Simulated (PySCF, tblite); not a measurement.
**ClH5OSi2, a small molecule taken as a stand-in for a surface group (Si site with back bonds O[SiH3], Cl, [H]): NMR shifts, core binding energies and electronic excitations**

Aim: the NMR shifts, core binding energies and electronic excitations of `[SiH3]O[SiH2]Cl`.

Computed with tblite 0.8.0 and PySCF 2.14.0; each step states its level. No surroundings beyond the atoms listed, unless a continuum is named. Atoms count from 0, parts from 1.

## 1. Starting point

9 atoms, charge 0, multiplicity 1; geometry: distance geometry start.

## 2. Geometry optimisation with GFN2-xTB

What the job is given:

```
{"job": {"kind": "relax", "xc": "GFN2-xTB", "basis": "xTB"}, "charge": 0, "multiplicity": 1}
Si    -1.367347    -0.193326    -0.180077
O     -0.111718    -0.150417     0.977516
Si     1.422649     0.121748     0.281096
Cl    -2.858069     1.172359     0.353291
H     -1.971895    -1.569302    -0.068932
H     -0.938515     0.034530    -1.537493
H      1.682857     1.552922     0.056141
H      2.389956    -0.254346     1.325628
H      1.721817    -0.701037    -0.885903
```

Level: GFN2-xTB geometry optimisation, gas phase.

Started as:

```bash
OMP_NUM_THREADS=1 python cluster_run.py task.json out
```

One launch serves the whole session: the jobs run in the order shown.

**Question.** The jobs that follow are: PBE0-D3(BJ)/def2-SVP geometry optimisation, gas phase; GIAO PBE0/pcSseg-2 NMR shielding, non-relativistic, gas phase; delta-SCF UKS SCAN, pcX-2 on the ionised atom, pcseg-1 elsewhere, spin-free X2C; TDDFT CAM-B3LYP/def2-SVPD, vertical, gas phase, core orbitals frozen in the response. Predict: point group; rotational constants (main isotopes); 1H shifts against TMS (PBE0/pcSseg-2); 29Si shifts against TMS (PBE0/pcSseg-2); 17O shifts against H2O (PBE0/pcSseg-2); 35Cl shifts against HCl (PBE0/pcSseg-2); Si2p binding energies, SCAN/pcX-2; O1s binding energies, SCAN/pcX-2; Cl2p binding energies, SCAN/pcX-2; lowest singlet (CAM-B3LYP/def2-SVPD); brightest single state of those computed; lowest triplet; vertical ionisation energy (ΔSCF).

The runs gave:

```
                                quantity                             value
                             point group                                C1
    rotational constants (main isotopes)              6.28, 1.80, 1.45 GHz
   1H shifts against TMS (PBE0/pcSseg-2)  5.53, 5.52, 5.17, 5.09, 5.02 ppm
 29Si shifts against TMS (PBE0/pcSseg-2)                  -21.3, -40.0 ppm
  17O shifts against H2O (PBE0/pcSseg-2)                          45.4 ppm
 35Cl shifts against HCl (PBE0/pcSseg-2)                            45 ppm
       Si2p binding energies, SCAN/pcX-2         Si0 108.76, Si2 108.10 eV
        O1s binding energies, SCAN/pcX-2                      O1 538.35 eV
       Cl2p binding energies, SCAN/pcX-2                     Cl3 206.65 eV
    lowest singlet (CAM-B3LYP/def2-SVPD)       7.46 eV (166 nm), f = 0.002
brightest single state of those computed       state 5, 8.43 eV, f = 0.072
                          lowest triplet                           7.09 eV
       vertical ionisation energy (ΔSCF)                          11.02 eV
```

What this shows: The optimisation took 10 steps and gained 0.244 eV; among the close pairs (by a distance rule), Si0–O1 changed most, from 1.584 to 1.642 Å (PBE0/def2-SVP). No frequency check was run at this level, so the end point may be a saddle. At PBE0/pcSseg-2: The largest span, 285 ppm, is at Cl3, where the paramagnetic term is -253 ppm. The Si2p levels kept as sound span 0.66 eV, from Si2 (silicon bonded to O, 3 H) up to Si0 (silicon bonded to Cl, O, 2 H). The lowest singlet, at 7.46 eV, is HOMO→LUMO 0.81, HOMO−2→LUMO 0.09 and is weak; of the 6 states computed, the strongest absorption comes from states 5 to 6 together at 8.43 eV (the last computed, so partners may be missing). The lowest triplet lies 0.36 eV below the lowest singlet (triplets in Tamm-Dancoff, singlets in full TDDFT). ΔSCF puts the ionisation energy at 11.02 eV, 0.88 eV above −ε(HOMO).
